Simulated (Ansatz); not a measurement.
# FRu: the cost of one run

Method: def2-TZVPP, all electrons in the functionals; program: Ansatz 0.2.0, Gaussian basis.

Plan: PBE, r2SCAN, PBE0, B3LYP, wB97M-V, at charge 0, quartet; charge 0, doublet; charge 0, sextet; charge 1, triplet; charge 1, quintet.

11 further runs of the same task are left out: 6 for a known fault of the program, 5 set aside as unsound or not needed.

## (1) The geometry

The geometry is a PBE0/def2-TZVP stationary point (not a proven minimum). No spin-orbit coupling is included. Elements past krypton take def2 core potentials.

2 atoms, charge 0, spin multiplicity 4.

Atoms are counted from 1 here; the program's logs count them from 0.

Bond lengths: Ru1–F2 1.896 Å.

No dispersion term is added; wB97M-V holds VV10 nonlocal correlation. B3LYP takes the VWN-RPA correlation.

The geometry shown and the zero of energy belong to the point charge 0, quartet. The yardstick, UCCSD(T), and other wave-function levels (R restricted, U unrestricted, valence and pair active spaces) come from earlier runs.

## (2) PBE, charge 0, quartet

The input, in.yaml:

```yaml
crystal:
  periodic: [false, false, false]
  atoms:
    - {symbol: Ru, position_ang: [0.000000, 0.000000, 0.000000]}
    - {symbol: F, position_ang: [0.000000, 0.000000, 1.895800]}
basis:
  gaussian: {orbitals: def2-TZVPP}
magnetization: {spin_polarized: true, initial_magnetization: 3}
hamiltonian: {xc: {name: PBE}}
output: {orbitals: {seedname: orbitals}}
```

Command:

```
ansatz run in.yaml --threads 1 --pin off --events-out ev --progress --plain --max-ram 4096MiB --backend cpu
```

**Question.** How long does this run take on 1 thread of AMD EPYC 7R13, shared host?

About 24 s.
